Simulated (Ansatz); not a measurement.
Write a Python script for Ansatz's Python interface that makes a ladder of methods at one geometry of ClFH5PSi2, SMILES F[SiH](Cl)P[SiH3]. Use (for the species named): PBE, def2-SVP basis, multiplicity 1. The script varies functional: pbe, cam_b3lyp, pbe0, b3lyp, hse06, revpbe.

```xyz
10

F    -1.8798    0.5781    1.2554
Si   -0.3526    0.4489    1.4336
Cl    0.0355    0.1679    3.4025
P     0.4211   -1.2878    0.3006
Si   -0.0241   -0.3259   -1.6477
H     0.3553    1.7013    1.0075
H     1.7599   -1.0433    0.3981
H    -1.4428   -0.1398   -1.8592
H     0.6584    1.0153   -1.6111
H     0.5524   -1.1659   -2.6768
```

The script, `methods.py`:
```python
"""One geometry of ClFH5PSi2, method by method."""

from pathlib import Path

import ansatz
import numpy as np

clfh5psi2 = (
    ansatz.Crystal.molecule()
    .atom("F", (-1.8798, 0.5781, 1.2554))
    .atom("Si", (-0.3526, 0.4489, 1.4336))
    .atom("Cl", (0.0355, 0.1679, 3.4025))
    .atom("P", (0.4211, -1.2878, 0.3006))
    .atom("Si", (-0.0241, -0.3259, -1.6477))
    .atom("H", (0.3553, 1.7013, 1.0075))
    .atom("H", (1.7599, -1.0433, 0.3981))
    .atom("H", (-1.4428, -0.1398, -1.8592))
    .atom("H", (0.6584, 1.0153, -1.6111))
    .atom("H", (0.5524, -1.1659, -2.6768))
)

calculation = clfh5psi2.calculation().basis(gaussian="def2-SVP")

print("functional    E (Ha)        dipole (D)   HOMO (eV)  LUMO (eV)")
for name in ["pbe", "cam_b3lyp", "pbe0", "b3lyp", "hse06", "revpbe"]:
    r = calculation.functional(name).forces().orbitals().run(threads=1, pin="off", runs_dir="runs").report
    lines = Path(r["orbitals_path"]).read_text().splitlines()
    field_of = lambda key: [line.split("=")[1].strip() for line in lines if line.startswith(key)]
    orbitals = [(27.211386 * float(e), s, float(n)) for e, s, n in zip(field_of("Ene="), field_of("Spin="), field_of("Occup="))]
    homo = max(e for e, _, n in orbitals if n > 0.5)
    lumo = min(e for e, _, n in orbitals if n < 0.5)
    dipole = 4.803205 * np.linalg.norm(r["charge_distribution"]["dipole_moment_e_ang"])
    print(f"{name:10s} {r['free_energy_ev'] / 27.211386246:14.6f} {dipole:9.3f} {homo:11.3f} {lumo:10.3f}")
```

```console
$ python methods.py
functional    E (Ha)        dipole (D)   HOMO (eV)  LUMO (eV)
pbe          -1482.219274     1.652      -6.329     -1.056
cam_b3lyp    -1482.974244     1.818      -8.682      0.990
pbe0         -1482.355331     1.876      -7.494     -0.248
b3lyp        -1483.044494     1.727      -7.209     -0.303
hse06        -1482.323355     1.868      -7.097     -0.623
revpbe       -1482.659517     1.658      -6.310     -0.979
```

Notes:
- These settings explore the input space; basis and method may be short of convergence.
- The geometry is a force-field or estimated start, not a minimum of this method, and the basis set is short of its limit. A lower total doesn't mark the better method: functionals have no common bound, and MP2 and coupled cluster aren't variational.
- b3lyp holds the VWN-RPA fit, as in Gaussian; the form of ORCA and Turbomole is b3lyp5.
- Levels such as HOMO and LUMO are orbital energies: with these approximate functionals they aren't the ionisation energy and electron affinity, and their gap isn't the fundamental gap.
- hse06 follows the composition of plane-wave codes, whose totals differ by tens of mHa, up to about 0.1 Ha, from the form usual in Gaussian-basis programs (wpbeh).
- Wall time of the script: 35 s on 1 thread of Arm Neoverse V1, with other jobs on the host, peak memory 0.35 GiB.
